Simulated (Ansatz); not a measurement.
# MnRu: equation of state with PBE

MnRu:

```
CELL_PARAMETERS angstrom
2.62522 0.00000 0.00000
-1.31261 2.27351 0.00000
0.00000 0.00000 4.06551
ATOMIC_POSITIONS crystal
Ru 0.33333 0.66667 0.00000
Mn 0.66667 0.33333 0.50000
```

The cell comes from a database or a generator and needn't be the stable form of this composition.

- Program: Ansatz 0.2.0
- Task: equation of state
- Functional: PBE
- Potentials or basis: Ansatz PAW
- Cutoff: 420 eV
- Density cutoff: 1680 eV
- k mesh: 12 × 12 × 7
- Occupations: fermi-dirac, width 0.05 eV
- Spin: collinear spin, ferromagnetic start
- Starting moments: [1.0, 4.0] μB

The equilibrium volume is 12.38 Å³/atom, the bulk modulus at fixed shape and positions is 294 GPa and the pressure derivative of the bulk modulus is 4.6.

Energy against volume, from the lowest point:
| volume (Å³/atom) | energy (meV/atom) |
| --- | --- |
| 11.404 | 82.72 |
| 11.647 | 45.00 |
| 11.890 | 19.45 |
| 12.132 | 4.83 |
| 12.375 | 0.00 |
| 12.618 | 3.92 |
| 12.860 | 15.68 |

All runs of the series together: 110 s on 2 threads of Arm Neoverse V1 (shared host).

Caveat: the cell was scaled at fixed shape and fractional positions, which overstates the stiffness of a crystal with free parameters, most of all of layers and chains.
